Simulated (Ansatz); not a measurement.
Run this with Ansatz 0.2.0 through its Python package and show what comes out.

Input file `ch6geo3.xyz`:
```text
11

C    -1.20810    0.34370    0.40200
Ge    0.58960   -0.07330    0.00160
O     1.47400   -0.20420    1.52070
O     1.39860    1.21760   -1.01820
O     0.65360   -1.64070   -0.88380
H    -1.29130    1.37260    0.92910
H    -1.79570    0.47650   -0.55610
H    -1.67060   -0.38690    1.01400
H     1.05430   -0.91210    2.07570
H     0.76050    1.23530   -1.80310
H     0.10050   -1.48540   -1.66120
```

`bde.py`
```python
"""Cost of removing each kind of hydrogen from CH6GeO3, fragments frozen."""

import ansatz as az


def single_point(molecule, charge=0, unpaired=0):
    calc = (
        molecule.calculation()
        .basis(gaussian="def2-SVP")
        .functional("cam_b3lyp")
    )
    if charge:
        calc = calc.charge(charge)
    if unpaired:
        calc = calc.spin("collinear", total=unpaired)
    return calc.run(threads=1).report["free_energy_ev"]

def without(molecule, index):
    rest = az.Crystal.molecule()
    for i, site in enumerate(molecule.cartesian_sites):
        if i != index:
            rest = rest.atom(site.symbol, site.position_ang)
    return rest

molecule = az.Crystal.molecule_from_extxyz("ch6geo3.xyz")

whole = single_point(molecule, 0)
hydrogen = single_point(az.Crystal.molecule().atom("H", (0, 0, 0)), 0, 1)
print(f"E(molecule) = {whole:.5f} eV, E(H) = {hydrogen:.5f} eV")
for index in [7, 10]:
    radical = single_point(without(molecule, index), 0, 1)
    print(f"H{index}: homolysis {(radical + hydrogen - whole):.3f} eV")
    anion = single_point(without(molecule, index), -1)
    print(f"H{index}: loss of a proton {(anion - whole):.3f} eV")
```

```console
$ python bde.py
E(molecule) = -63783.74829 eV, E(H) = -13.54842 eV
H7: homolysis 5.040 eV
H7: loss of a proton 17.385 eV
H10: homolysis 5.065 eV
H10: loss of a proton 16.625 eV
```

Notes:
- Total energies depend on the basis set; only differences at equal settings carry meaning.
- The geometry is a force-field or estimated start, not a minimum of this method, and the basis set is short of its limit. All parts are taken at fixed geometry, without zero-point energy.
- Anions want diffuse functions, which this basis lacks.
- Hardware and time: 53 s on 1 thread of Arm Neoverse V1, on a shared host, peak memory 0.53 GiB.
